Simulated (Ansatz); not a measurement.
# CH7ClOSiSn: the cost of one run

Method: RKS PBE-D4/def2-SVP, in Ansatz 0.2.0.

### 1 Starting point

Bond lengths: O1–Sn2 1.927 Å, Sn2–Cl3 2.327 Å, Sn2–C4 2.111 Å, C4–Si5 1.824 Å, O1–H6 1.046 Å, Sn2–H7 1.768 Å, C4–H8 1.136 Å, C4–H9 1.166 Å, Si5–H10 1.456 Å, Si5–H11 1.487 Å, Si5–H12 1.432 Å. Angles (14 of 19 angles, heavy atoms first): O1–Sn2–Cl3 108.1°, O1–Sn2–C4 111.7°, Cl3–Sn2–C4 108.5°, Sn2–C4–Si5 113.3°, O1–Sn2–H7 110.9°, Cl3–Sn2–H7 109.2°, C4–Sn2–H7 108.4°, Sn2–O1–H6 105.9°, Sn2–C4–H8 108.6°, Sn2–C4–H9 106.7°, Si5–C4–H8 109.5°, Si5–C4–H9 111.7°, C4–Si5–H10 107.7°, C4–Si5–H11 106.9°.

Structure file:

```xyz
12

O    -1.4846    1.8752    1.8440
Sn    0.0228    1.0397    0.9824
Cl    1.3542    0.0772    2.6303
C    -0.5843   -0.4742   -0.3576
Si    0.8113   -1.2890   -1.2040
H    -2.1121    2.1988    1.0717
H     0.9757    2.2290    0.0868
H    -1.2812   -0.0169   -1.1287
H    -1.2176   -1.2340    0.2594
H     1.5600   -0.2615   -1.9135
H     1.6732   -1.8804   -0.1457
H     0.3596   -2.3191   -2.0910
```

### 2 End point A

input.yaml reads:

```yaml
crystal:
  periodic: [false, false, false]
  atoms:
    - { symbol: O, position_ang: [-1.4846, 1.8752, 1.844] }
    - { symbol: Sn, position_ang: [0.0228, 1.0397, 0.9824] }
    - { symbol: Cl, position_ang: [1.3542, 0.0772, 2.6303] }
    - { symbol: C, position_ang: [-0.5843, -0.4742, -0.3576] }
    - { symbol: Si, position_ang: [0.8113, -1.289, -1.204] }
    - { symbol: H, position_ang: [-2.1121, 2.1988, 1.0717] }
    - { symbol: H, position_ang: [0.9757, 2.229, 0.0868] }
    - { symbol: H, position_ang: [-1.2812, -0.0169, -1.1287] }
    - { symbol: H, position_ang: [-1.2176, -1.234, 0.2594] }
    - { symbol: H, position_ang: [1.56, -0.2615, -1.9135] }
    - { symbol: H, position_ang: [1.6732, -1.8804, -0.1457] }
    - { symbol: H, position_ang: [0.3596, -2.3191, -2.091] }
basis:
  gaussian: { orbitals: def2-SVP }
hamiltonian:
  xc: pbe
  dispersion: d4
relax:
  f_tol: 0.02
  max_steps: 50
```

Launch:

```
$ ansatz run input.yaml --threads 2 --pin off --max-ram 3072MiB --backend cpu --events-out ev --progress --plain --runs-dir out
```

What time and memory should one allow on 2 threads of AMD EPYC 9R45 (Zen 5), shared host?

About 22 s, with a peak of 0.21 GiB.
